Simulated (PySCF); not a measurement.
# B₄H₁₀: magnetic properties

Aim: compute the magnetic properties of B₄H₁₀.

Programs: PySCF 2.14.0, with routines of our own; each step states its level. All values are computed. Atoms count from 0.

## 1. The system as given

14 atoms, charge 0, multiplicity 1; geometry from: GFN2-xTB.

## 2. Magnetic properties: GIAO B3LYP/def2-SVP

The job: settings as JSON, then the geometry in Å.

```
{"job": {"kind": "mag", "xc": "B3LYP", "basis": "def2-SVP"}, "charge": 0, "multiplicity": 1}
B      0.164650     1.060020     1.167700
B     -0.424610    -0.777620     0.541450
B     -0.552740    -0.370660    -1.436830
B      0.998880    -0.240330    -0.145370
H      0.655230     1.124160     2.235720
H     -0.581210    -1.781870     1.134280
H     -0.556750    -1.293650    -2.167470
H      2.039020    -0.789820    -0.127400
H     -0.853370     0.176860     1.281450
H      1.185270     0.950940     0.296270
H     -1.314590    -0.730980    -0.379220
H      0.732740     0.040290    -1.367230
H     -0.391250     2.026900     0.778690
H     -1.101270     0.605780    -1.812030
```

Level: GIAO B3LYP/def2-SVP magnetisability, rotational g tensor and spin-rotation constants, non-relativistic, gas phase.

The run is started by

```
$ OMP_NUM_THREADS=1 python excited_run.py task.json out
```

One launch serves the whole session: the jobs run in the order shown.

The log of the run:

```text
coarse grid: 10544 points
cycle   1  E = -105.2465081720  dE =  1.323e-01  |g| = 2.321e-01  |ddm| = 3.287e+00
cycle   2  E = -105.2548500530  dE = -8.342e-03  |g| = 1.944e-01  |ddm| = 7.184e-01
cycle   3  E = -105.2678020986  dE = -1.295e-02  |g| = 3.730e-02  |ddm| = 3.164e-01
cycle   4  E = -105.2682562812  dE = -4.542e-04  |g| = 1.006e-02  |ddm| = 5.815e-02
cycle   5  E = -105.2682910765  dE = -3.480e-05  |g| = 2.214e-03  |ddm| = 1.905e-02
cycle   6  E = -105.2682926623  dE = -1.586e-06  |g| = 4.186e-04  |ddm| = 3.200e-03
final grid: 98552 points
cycle   7  E = -105.2906372145  dE = -4.340e-05  |g| = 2.086e-03  |ddm| = 4.130e-02
cycle   8  E = -105.2906376457  dE = -4.312e-07  |g| = 1.945e-03  |ddm| = 6.360e-03
cycle   9  E = -105.2906389233  dE = -1.278e-06  |g| = 1.864e-04  |ddm| = 2.737e-03
cycle  10  E = -105.2906389320  dE = -8.684e-09  |g| = 1.039e-04  |ddm| = 4.415e-04
cycle  11  E = -105.2906389358  dE = -3.771e-09  |g| = 2.015e-05  |ddm| = 1.803e-04
cycle  12  E = -105.2906389359  dE = -1.401e-10  |g| = 3.325e-06  |ddm| = 3.464e-05
converged SCF energy = -105.2906389359

Magnetisability tensor (1e-30 J/T^2)
     -911.72       53.76      -70.91
       53.76    -1038.73      -29.04
      -70.91      -29.04    -1026.04
isotropic -992.16   principal values   -1062.47  -1056.74   -857.27
isotropic susceptibility -59.749 1e-6 cm^3/mol

Inertial axes            a          b          c
rot. const./GHz     10.5330     5.2935     5.0912
chi total           -63.969    -51.626    -63.652
chi diamagnetic    -195.843   -316.051   -320.979
chi paramagnetic    131.874    264.424    257.327
quadrupole/D A       -1.355      3.228     -1.873
g nuclear            0.6927     0.6403     0.6348
g electronic        -0.6526    -0.6576    -0.6155
g total              0.0401    -0.0173     0.0194

Spin-rotation constants (kHz, H = +C I.J)
atom  isotope        aa         bb         cc
  0    11B        1.567      0.745      0.815
  1    11B        0.795      0.743      0.499
  2    11B        1.568      0.744      0.821
  3    11B        0.808      0.744      0.507
  4     1H       -0.021     -0.527     -0.361
  5     1H       -1.038     -0.249     -0.146
  6     1H       -0.019     -0.527     -0.361
  7     1H       -1.038     -0.253     -0.140
  8     1H       -0.889     -0.402     -0.715
  9     1H       -0.893     -0.402     -0.718
 10     1H       -0.894     -0.399     -0.712
 11     1H       -0.890     -0.399     -0.710
 12     1H       -1.001     -0.540      0.126
 13     1H       -1.000     -0.540      0.128
```

It took 8.9 s on 1 thread of Arm Neoverse V2, shared host; peak memory 0.45 GiB.

Key values:

```
              quantity                    value
       magnetisability          -992·10⁻³⁰ J/T²
  molar susceptibility       -59.7·10⁻⁶ cm³/mol
rotational g (a, b, c)  0.0401, -0.0173, 0.0194
```

The fields below are evaluated on a grid from the run's orbitals.

Frontier orbitals at B3LYP/def2-SVP, with the share of their density that lies nearest to each atom:

```csv
orbital,energy (eV),lies on
HOMO,-8.46,"B1, B3 about 24 % each; 6 H atoms about 7 % each"
LUMO,-0.27,"B0, B2 about 11 % each; 4 H atoms about 8 % each; B1, B3 about 8 % each"
```

ELF in a plane through or near 8 of the atoms.

Ten even steps from ' ' (0.00) to '@' (1.00):
```
                                                        
                                                        
                                                        
                                                        
                  ..::--........--::..                  
                  ++%%@@**----**@@%%++                  
                ..##@@@@@@****@@@@@@##..                
        ::++##++::**@@@@@@**++@@@@@@**::++****--        
      ..%%@@@@@@##==**@@##----##@@##==##@@@@@@%%..      
      --@@@@@@@@@@..::========++==  ..@@@@@@@@@@--      
      --@@@@@@@@@@....============::..@@@@@@@@@@--      
      ..%%@@@@@@##==**@@##--==##@@**==##@@@@@@%%..      
        ::++**++::**@@@@@@****@@@@@@**::++**++::        
                ..##@@@@@@****@@@@@@##..                
                  ++%%@@**----**@@%%++                  
                  ..::--........--::..                  
                                                        
                                                        
                                                        
                                                        
```
The map spans 10.4 Å across and 8.3 Å up, centred on the molecule. Atoms in the plane (x, y in Å): B0 (-1.5, 0.0), B2 (1.5, 0.0), H4 (-2.6, 0.0), H6 (2.6, 0.0), H8 (-1.0, 1.2), H9 (-1.0, -1.2), H10 (1.0, 1.2), H11 (1.0, -1.2).

log10 of the density (e/Å³) in the same plane.

Ten even steps from '0' (-4.0) to '9' (0.3):
```
0000000000000000000000000000
0000000000001111000000000000
0000000001122222211000000000
0000000012333333332100000000
0000001234455555544321000000
0000122345677667765432210000
0001234457888888887544321000
0012445677899889987766442100
0013567888898888988887653100
0124578999988888899998753210
0124578999988888899998753210
0013567888898888988887653100
0012445678899889987766442100
0001234457888888887544321000
0000122345677667765432210000
0000001234455555544321000000
0000000012333333332100000000
0000000001122222211000000000
0000000000001111000000000000
0000000000000000000000000000
```
The map spans 10.4 Å across and 8.3 Å up, centred on the molecule. Atoms in the plane (x, y in Å): B0 (-1.5, 0.0), B2 (1.5, 0.0), H4 (-2.6, 0.0), H6 (2.6, 0.0), H8 (-1.0, 1.2), H9 (-1.0, -1.2), H10 (1.0, 1.2), H11 (1.0, -1.2).

On the surface of density 0.002 e/bohr³ the electrostatic potential runs, from the 1st to the 99th percentile, from -0.38 to 0.93 V.

## 3. Magnetic properties: GIAO KT2/def2-SVP

The job, as its differences from that of step 2:

```diff
@@ -1,2 +1,2 @@
-{"job": {"kind": "mag", "xc": "B3LYP", "basis": "def2-SVP"}, "charge": 0, "multiplicity": 1}
+{"job": {"kind": "mag", "xc": "KT2", "basis": "def2-SVP"}, "charge": 0, "multiplicity": 1}
 B      0.164650     1.060020     1.167700
```

With the program's defaults for keys left out, this is: GIAO KT2/def2-SVP magnetisability, rotational g tensor and spin-rotation constants, non-relativistic, gas phase.

The log of the run:

```text
coarse grid: 10544 points
cycle   1  E = -107.2847567444  dE =  1.385e-02  |g| = 2.908e-01  |ddm| = 3.299e+00
cycle   2  E = -107.2780772804  dE =  6.679e-03  |g| = 3.396e-01  |ddm| = 9.805e-01
cycle   3  E = -107.3192136644  dE = -4.114e-02  |g| = 5.514e-02  |ddm| = 5.358e-01
cycle   4  E = -107.3202455858  dE = -1.032e-03  |g| = 1.500e-02  |ddm| = 9.605e-02
cycle   5  E = -107.3203239377  dE = -7.835e-05  |g| = 3.344e-03  |ddm| = 2.589e-02
cycle   6  E = -107.3203276429  dE = -3.705e-06  |g| = 7.701e-04  |ddm| = 6.501e-03
final grid: 98552 points
cycle   7  E = -107.3079185484  dE = -7.141e-05  |g| = 5.422e-03  |ddm| = 7.120e-02
cycle   8  E = -107.3079160399  dE =  2.509e-06  |g| = 6.075e-03  |ddm| = 1.700e-02
cycle   9  E = -107.3079290660  dE = -1.303e-05  |g| = 9.780e-04  |ddm| = 9.293e-03
cycle  10  E = -107.3079293812  dE = -3.152e-07  |g| = 2.202e-04  |ddm| = 1.479e-03
cycle  11  E = -107.3079293982  dE = -1.700e-08  |g| = 3.500e-05  |ddm| = 3.656e-04
cycle  12  E = -107.3079293986  dE = -4.145e-10  |g| = 1.077e-05  |ddm| = 1.040e-04
converged SCF energy = -107.3079293986

Magnetisability tensor (1e-30 J/T^2)
     -912.36       55.73      -73.87
       55.73    -1044.43      -30.60
      -73.87      -30.60    -1031.90
isotropic -996.23   principal values   -1069.97  -1062.97   -855.75
isotropic susceptibility -59.994 1e-6 cm^3/mol

Inertial axes            a          b          c
rot. const./GHz     10.5330     5.2935     5.0912
chi total           -64.423    -51.535    -64.025
chi diamagnetic    -195.198   -314.962   -320.264
chi paramagnetic    130.775    263.427    256.239
quadrupole/D A       -1.064      2.765     -1.701
g nuclear            0.6927     0.6403     0.6348
g electronic        -0.6471    -0.6551    -0.6129
g total              0.0455    -0.0148     0.0220

Spin-rotation constants (kHz, H = +C I.J)
atom  isotope        aa         bb         cc
  0    11B        1.518      0.723      0.804
  1    11B        0.746      0.731      0.464
  2    11B        1.519      0.722      0.809
  3    11B        0.758      0.733      0.472
  4     1H       -0.024     -0.517     -0.352
  5     1H       -1.028     -0.240     -0.147
  6     1H       -0.022     -0.517     -0.352
  7     1H       -1.028     -0.244     -0.141
  8     1H       -0.873     -0.395     -0.705
  9     1H       -0.877     -0.395     -0.707
 10     1H       -0.878     -0.392     -0.701
 11     1H       -0.874     -0.392     -0.700
 12     1H       -0.987     -0.532      0.130
 13     1H       -0.986     -0.532      0.131
```

Wall time 8.4 s (1 thread of Arm Neoverse V2, shared host); peak memory 0.4 GiB.

In short:

```
              quantity                    value
       magnetisability          -996·10⁻³⁰ J/T²
  molar susceptibility       -60.0·10⁻⁶ cm³/mol
rotational g (a, b, c)  0.0455, -0.0148, 0.0220
```

## 4. Magnetic properties side by side

| level | ξ (10⁻³⁰ J/T²) | g(a) | g(b) | gap (eV) | functions | time |
| --- | --- | --- | --- | --- | --- | --- |
| GIAO B3LYP/def2-SVP | -992 | 0.0401 | -0.0173 | 8.19 | 106 | 8.9 s |
| GIAO KT2/def2-SVP | -996 | 0.0455 | -0.0148 | 6.39 | 106 | 8.4 s |

## 5. Outcome

```
                                            quantity                    value
       magnetisability (step 2, GIAO B3LYP/def2-SVP)          -992·10⁻³⁰ J/T²
  molar susceptibility (step 2, GIAO B3LYP/def2-SVP)       -59.7·10⁻⁶ cm³/mol
rotational g (a, b, c) (step 2, GIAO B3LYP/def2-SVP)  0.0401, -0.0173, 0.0194
               surface potential, 1st and 99th percentile       -0.38 V and 0.93 V
                     magnetisability over the levels  -996 to -992·10⁻³⁰ J/T²
```

In words: The magnetisability spreads by 0.4 % over 2 levels of like cost. Two levels can agree by chance, so this spread shows no convergence. Vibrational averaging and real surroundings are missing from these values.
